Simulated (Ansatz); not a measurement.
**C3H10F2OSi2: basis-set convergence**

An exercise on one series of results from a longer session: the logs are not shown, and one member is left open.

Computed with Ansatz 0.2.0, Gaussian basis. Level: one geometry, several basis sets.

Levels to be run: PBE0-D4/def2-SVP; ωB97M-V/def2-SVP; PBE0-D4/def2-QZVPP; ωB97M-V/def2-QZVPP; the functionals' def2-TZVPP values are taken from earlier runs.

## The relaxed structure

The geometry comes from an earlier relaxation with PBE0-D4 in a triple-zeta def2 set; it is a stationary point, not always the lowest conformer.

SMILES `CO[SiH](F)CC[SiH2]F`, 18 atoms, charge 0, spin multiplicity 1.

Atoms are counted from 1 here; the program's logs count them from 0.

Bond lengths: C1–O2 1.410 Å, C1–H9 1.091 Å, C1–H10 1.094 Å, C1–H11 1.096 Å, O2–Si3 1.626 Å, Si3–F4 1.604 Å, Si3–C5 1.851 Å, Si3–H12 1.485 Å, C5–C6 1.536 Å, C5–H13 1.096 Å, C5–H14 1.097 Å, C6–Si7 1.869 Å, C6–H15 1.097 Å, C6–H16 1.096 Å, Si7–F8 1.605 Å, Si7–H17 1.487 Å, Si7–H18 1.481 Å. Angles: O2–C1–H9 108.2°, O2–C1–H10 110.9°, O2–C1–H11 111.4°, H9–C1–H10 108.8°, H9–C1–H11 108.6°, H10–C1–H11 108.8°, C1–O2–Si3 126.5°, O2–Si3–F4 109.6°, O2–Si3–C5 107.3°, O2–Si3–H12 110.8°, F4–Si3–C5 109.4°, F4–Si3–H12 105.6°, C5–Si3–H12 114.0°, Si3–C5–C6 115.8°, Si3–C5–H13 107.0°, Si3–C5–H14 107.2°, C6–C5–H13 110.4°, C6–C5–H14 110.0° and more.

The first run:

in.yaml

```yaml
crystal:
  periodic: [false, false, false]
  atoms:
    - {symbol: C, position_ang: [1.150971, -1.917623, -1.648772]}
    - {symbol: O, position_ang: [0.809527, -0.803561, -0.854297]}
    - {symbol: Si, position_ang: [0.077091, 0.557368, -1.359656]}
    - {symbol: F, position_ang: [-1.373548, 0.202883, -1.943933]}
    - {symbol: C, position_ang: [-0.106887, 1.664035, 0.112502]}
    - {symbol: C, position_ang: [-1.035036, 1.151238, 1.223930]}
    - {symbol: Si, position_ang: [-0.493197, -0.376821, 2.154332]}
    - {symbol: F, position_ang: [1.067299, -0.252797, 2.507717]}
    - {symbol: H, position_ang: [1.826477, -2.552020, -1.073682]}
    - {symbol: H, position_ang: [0.261249, -2.496587, -1.912085]}
    - {symbol: H, position_ang: [1.658450, -1.611423, -2.570195]}
    - {symbol: H, position_ang: [0.823077, 1.171485, -2.487425]}
    - {symbol: H, position_ang: [0.899801, 1.842816, 0.506898]}
    - {symbol: H, position_ang: [-0.461670, 2.634730, -0.254261]}
    - {symbol: H, position_ang: [-2.036199, 0.943867, 0.826026]}
    - {symbol: H, position_ang: [-1.174621, 1.935909, 1.976416]}
    - {symbol: H, position_ang: [-1.230340, -0.445074, 3.443975]}
    - {symbol: H, position_ang: [-0.700042, -1.637024, 1.404312]}
basis:
  gaussian: {orbitals: def2-SVP}
hamiltonian: {xc: pbe0, dispersion: d4}
output: {orbitals: {seedname: orbitals}}
```

Steps of the session up to this table: PBE0-D4 in def2-SVP; ωB97M-V in def2-SVP; PBE0-D4 in def2-QZVPP; ωB97M-V in def2-QZVPP.

One table of the session follows, with a row left open; its other results are not shown here.

It belongs to the step «Density functionals: the series». 

```
functional       basis  HOMO (eV)  LUMO (eV)
   PBE0-D4    def2-SVP      -8.31       1.04
   PBE0-D4  def2-TZVPP      -8.38       0.45
   PBE0-D4  def2-QZVPP          ?          ?
   ωB97M-V    def2-SVP     -10.54       2.92
   ωB97M-V  def2-TZVPP     -10.63       2.08
   ωB97M-V  def2-QZVPP     -10.65       1.54
```

Q: Estimate the row for PBE0-D4, def2-QZVPP from the others.

As computed: HOMO (eV): -8.39; LUMO (eV): 0.23. In the column «HOMO (eV)» it lies between ωB97M-V, def2-SVP (-10.54) and PBE0-D4, def2-TZVPP (-8.38).
